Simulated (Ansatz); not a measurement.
The system is GeW.

```
Ge W
1.0
     0.00000    2.57761    2.57761
     2.57761    0.00000    2.57761
     2.57761    2.57761    0.00000
Ge W
1 1
Direct
  0.50000 0.50000 0.50000
  0.00000 0.00000 0.00000
```

The cell was built by a generator and needn't be a form met in nature.

* Program: Ansatz 0.2.0
* Task: relaxation of cell and atoms
* Functional: PBE
* Dispersion: D4
* Potentials or basis: Ansatz PAW
* Cutoff: 420 eV (not typed: the program's choice for these potentials)
* k mesh: 9 × 9 × 9
* Occupations: fermi-dirac, width 0.05 eV
* Spin: no spin polarisation

At the start: volume 17.13 Å³/atom.

Problem. Where does the relaxation end?

Solution. It ends after 5 steps and the volume is 16.72 Å³/atom (-2.4 %); space group Fm-3m (No. 225, to 0.05 Å).

The path:
```
step  energy change (eV)  largest force (eV/Å)  volume (Å³)
   1              0.0000                0.0000        34.25
   2             -0.0053                0.0000        32.85
   3             -0.0112                0.0000        33.46
   4             -0.0112                0.0000        33.44
   5             -0.0109                0.0000        33.44
```

Final structure:
```yaml
crystal:
  lattice:
    - [0.00000, 2.55700, 2.55700]
    - [2.55700, 0.00000, 2.55700]
    - [2.55700, 2.55700, 0.00000]
  atoms:
    - { symbol: Ge, position: [0.50000, 0.50000, 0.50000] }
    - { symbol: W, position: [0.00000, 0.00000, 0.00000] }
```

Caveat: the plane-wave basis is chosen anew once the cell has moved, so the energies of steps on either side of that aren't comparable; pairwise dispersion overbinds metals, which lowers pressure and volume.
